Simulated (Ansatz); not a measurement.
# CdSnTe2: the cost of one run

Computed with Ansatz 0.2.0 through its Python package. Level of theory: DFT r2SCAN, plane waves, PAW.

### Step 1. Starting point

CdSnTe2 R-3m: It takes space group R-3m (No. 166, trigonal). The conventional cell has a = 4.484 Å, b = 4.484 Å, c = 21.323 Å, α = 90.00°, β = 90.00°, γ = 120.00°. Cd (site symmetry -3m) has 6 Te at 3.09 Å as nearest neighbours. Sn (site symmetry -3m) is surrounded by 6 Te at 3.19 Å. Around Te (site symmetry 3m) lie 3 Cd at 3.09 Å and 3 Sn at 3.19 Å.

CdTe F-43m: Symmetry: F-43m, No. 216, cubic system. Conventional cell: a = 6.410 Å, b = 6.410 Å, c = 6.410 Å, α = 90.00°, β = 90.00°, γ = 90.00°. Around Cd (site symmetry -43m) lie 4 Te at 2.78 Å. Te (site symmetry -43m) has 4 Cd at 2.78 Å as nearest neighbours.

SnTe Fm-3m: Symmetry: Fm-3m, No. 225, cubic system. Conventional cell: a = 6.302 Å, b = 6.302 Å, c = 6.302 Å, α = 90.00°, β = 90.00°, γ = 90.00°. Around Sn (site symmetry m-3m) lie 6 Te at 3.15 Å. Around Te (site symmetry m-3m) lie 6 Sn at 3.15 Å.

The script holds or builds the structure itself.

### Step 2. Script

The input, reaction_cdsnte2.py:

```python
from collections import Counter
import warnings

import ansatz as az
import numpy as np


def compute(name, crystal):
    calc = (
        crystal.calculation()
        .functional("r2scan")
        .basis(620)
        .kpoints(spacing=0.3)
        .occupations("fermi_dirac", width=0.02)
        .stress()
    )
    return calc.run(threads=1)


def counts(outcome):
    return Counter(site.symbol for site in outcome.lattice.sites)


def volume_per_atom(outcome):
    return abs(np.linalg.det(outcome.lattice.cell_ang)) / len(outcome.lattice.sites)


def main() -> None:
    warnings.simplefilter("ignore", az.DeckWarning)

    phases = {}
    cdsnte2_r_3m = (
        az.Lattice.from_parameters(4.483974, 4.483974, 21.322853, alpha=90, beta=90, gamma=120)
        .space_group(166)
        .atom("Cd", [0.0, 0.0, 0.0])
        .atom("Sn", [2 / 3, 1 / 3, 5 / 6])
        .atom("Te", [0.0, 0.0, 0.745598])
        .primitive()
    )
    phases["CdSnTe2 R-3m"] = cdsnte2_r_3m
    cdte_f_43m = (
        az.Lattice.fcc(6.41)
        .space_group(216)
        .atom("Cd", [0.0, 0.0, 0.0])
        .atom("Te", [0.25, 0.25, 0.75])
        .primitive()
    )
    phases["CdTe F-43m"] = cdte_f_43m
    snte_fm_3m = (
        az.Lattice.of([0.0, 3.15085, 3.15085], [3.15085, 0.0, 3.15085], [3.15085, 3.15085, 0.0])
        .atom("Sn", [0.0, 0.0, 0.0])
        .atom("Te", [0.5, 0.5, 0.5])
    )
    phases["SnTe Fm-3m"] = snte_fm_3m

    done = {name: compute(name, crystal) for name, crystal in phases.items()}

    elements = sorted(counts(done["CdSnTe2 R-3m"]))
    matrix = np.array([[counts(done[name])[e] for name in ("CdTe F-43m", "SnTe Fm-3m")] for e in elements], float)
    x = np.linalg.lstsq(matrix, [counts(done["CdSnTe2 R-3m"])[e] for e in elements], rcond=None)[0]
    energy = done["CdSnTe2 R-3m"].report["energy_sigma0_ev"] - sum(k * done[name].report["energy_sigma0_ev"] for k, name in zip(x, ("CdTe F-43m", "SnTe Fm-3m")))
    n = len(done["CdSnTe2 R-3m"].lattice.sites)
    before = sum(k * len(done[name].lattice.sites) * volume_per_atom(done[name]) for k, name in zip(x, ("CdTe F-43m", "SnTe Fm-3m"))) / n
    print(f"{x[0]:.3f} cells of CdTe F-43m + {x[1]:.3f} cells of SnTe Fm-3m -> 1 cell of CdSnTe2 R-3m")
    print(f"reaction energy {1000 * energy / n:+.1f} meV/atom ({96.4853 * energy / n:+.2f} kJ per mole of atoms)")
    print(f"volume per atom {before:.3f} -> {volume_per_atom(done['CdSnTe2 R-3m']):.3f} A^3")


if __name__ == "__main__":
    main()
```

### Step 3. The calls as engine input

The package turns the script's settings into the engine's input (first run):

```yaml
crystal:
  lattice:
    a: 4.483974
    b: 4.483974
    c: 21.322853
    alpha: 90.0
    beta: 90.0
    gamma: 120.0
  space_group: 166
  atoms:
    - { symbol: Cd, position: [0.0, 0.0, 0.0] }
    - { symbol: Sn, position: [0.6666666666666666, 0.3333333333333333, 0.8333333333333334] }
    - { symbol: Te, position: [0.0, 0.0, 0.745598] }
  reduce_to_primitive: true
basis:
  ecutwfc: 620.0
kpoints:
  mp_grid:
    kspacing: 0.3
hamiltonian:
  xc: r2scan
scf:
  occupations:
    method: fermi_dirac
    width: 0.02
output:
  stress: true
```

### Step 4. Running it

Started as:

```bash
$ python reaction_cdsnte2.py
```

Q: Estimate wall time and peak memory on 1 thread of Arm Neoverse V2, shared host.

About 34 s, with a peak of 1 GiB.
